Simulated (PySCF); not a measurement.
# CH5FGe: the cost of one run

Computed with PySCF 2.14.0, with density-fitted response routines of our own, on a single molecule in the gas phase. Atoms count from 0, in the outputs and in this text.

**1. Starting geometry**

8 atoms, charge 0, multiplicity 1; geometry from: PBE0-D3(BJ)/def2-SVP.

Bonds of the start (Å): F0–C1 1.38, C1–Ge2 1.97, C1–H3 1.10, C1–H4 1.10, Ge2–H5 1.54, Ge2–H6 1.54, Ge2–H7 1.54.

**2. X-ray photoelectron lines: SCAN, X2C**

Job settings and geometry (Å):

```
{"job": {"kind": "xps"}, "charge": 0, "multiplicity": 1}
F     -1.339825     1.088085     0.993695
C     -0.862623     0.138257     0.120161
Ge     1.107828     0.197837     0.096606
H     -1.212170    -0.858075     0.440600
H     -1.270967     0.331699    -0.886489
H      1.638778    -0.876989    -0.870760
H      1.572426     1.588118    -0.366261
H      1.635144    -0.073345     1.515013
```

Level: delta-SCF UKS SCAN, pcX-2 on the ionised atom, pcseg-1 elsewhere, spin-free X2C.

Started as:

```sh
$ OMP_NUM_THREADS=1 python probes_run.py task.json out
```

This one command runs all jobs of the session in turn.

Q: Estimate the wall time and peak memory of this first job on 1 thread of Arm Neoverse V1, shared host.

About 6.7 s, with a peak of 0.37 GiB.
